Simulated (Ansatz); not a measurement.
# Zn2InGaO5: the cost of one run

Method: DFT, PBE, plane-wave PAW, default files, scalar-relativistic, as far as a step names no other, in Ansatz 0.2.0.

### 1 Starting point

Symmetry: P6_3/mmc, No. 194, hexagonal system. The conventional cell has a = 3.346 Å, b = 3.346 Å, c = 22.745 Å, α = 90.00°, β = 90.00°, γ = 120.00°. Zn (site symmetry 3m) has 4 O at 1.99 to 2.03 Å as nearest neighbours. In (site symmetry -3m) is surrounded by 6 O at 2.22 Å. Around Ga (site symmetry -6m2) lie 5 O at 1.93 to 2.00 Å. O (site symmetry 3m) is surrounded by 1 Zn at 1.99 Å and 3 In at 2.22 Å. O (site symmetry 3m) has 1 Ga at 2.00 Å and 3 Zn at 2.03 Å as nearest neighbours. O (site symmetry -6m2) has 3 Ga at 1.93 Å as nearest neighbours.

Coordinates:

```
CELL_PARAMETERS angstrom
3.34611 0.00000 0.00000
-1.67306 2.89782 0.00000
0.00000 0.00000 22.74547
ATOMIC_POSITIONS crystal
Zn 0.33333 0.66667 0.63543
Zn 0.33333 0.66667 0.86457
Zn 0.66667 0.33333 0.13543
Zn 0.66667 0.33333 0.36457
In 0.00000 0.00000 0.50000
In 0.00000 0.00000 0.00000
Ga 0.00000 0.00000 0.75000
Ga 0.00000 0.00000 0.25000
O 0.33333 0.66667 0.54814
O 0.00000 0.00000 0.66220
O 0.33333 0.66667 0.75000
O 0.00000 0.00000 0.83780
O 0.33333 0.66667 0.95186
O 0.66667 0.33333 0.04814
O 0.00000 0.00000 0.16220
O 0.66667 0.33333 0.25000
O 0.00000 0.00000 0.33780
O 0.66667 0.33333 0.45186
```

### 2 Gradients at the starting positions

Contents of input.yaml:

```yaml
crystal:
  lattice:
    - [3.3461120018, 0.0, 0.0]
    - [-1.6730560009, 2.8978179974, 0.0]
    - [0.0, 0.0, 22.745469]
  atoms:
    - { symbol: Zn, position: [0.3333333333, 0.6666666667, 0.635433] }
    - { symbol: Zn, position: [0.3333333333, 0.6666666667, 0.864567] }
    - { symbol: Zn, position: [0.6666666667, 0.3333333333, 0.135433] }
    - { symbol: Zn, position: [0.6666666667, 0.3333333333, 0.364567] }
    - { symbol: In, position: [0.0, 0.0, 0.5] }
    - { symbol: In, position: [0.0, 0.0, 0.0] }
    - { symbol: Ga, position: [0.0, 0.0, 0.75] }
    - { symbol: Ga, position: [0.0, 0.0, 0.25] }
    - { symbol: O, position: [0.3333333333, 0.6666666667, 0.548136] }
    - { symbol: O, position: [0.0, 0.0, 0.662203] }
    - { symbol: O, position: [0.3333333333, 0.6666666667, 0.75] }
    - { symbol: O, position: [0.0, 0.0, 0.837797] }
    - { symbol: O, position: [0.3333333333, 0.6666666667, 0.951864] }
    - { symbol: O, position: [0.6666666667, 0.3333333333, 0.048136] }
    - { symbol: O, position: [0.0, 0.0, 0.162203] }
    - { symbol: O, position: [0.6666666667, 0.3333333333, 0.25] }
    - { symbol: O, position: [0.0, 0.0, 0.337797] }
    - { symbol: O, position: [0.6666666667, 0.3333333333, 0.451864] }
kpoints:
  mp_grid: { grid: [7, 7, 1] }
scf:
  occupations: { method: fermi_dirac, width: 0.02 }
hamiltonian:
  xc: pbe
  pseudopotentials: { kind: paw }
output:
  forces: true
  stress: true
  populations: true
  efg:
    quadrupole_moments_barn: { Zn: 0.122, In: 0.772, Ga: 0.107, O: -0.02558 }
    contact_densities: true
```

Run with:

```console
$ ansatz run input.yaml --threads 1 --pin off --max-ram 2560MiB --backend cpu --events-out ev --progress --plain --runs-dir out
```

What time and memory should one allow on 1 thread of Arm Neoverse V2, shared host?

About 18 s, with a peak of 0.66 GiB.
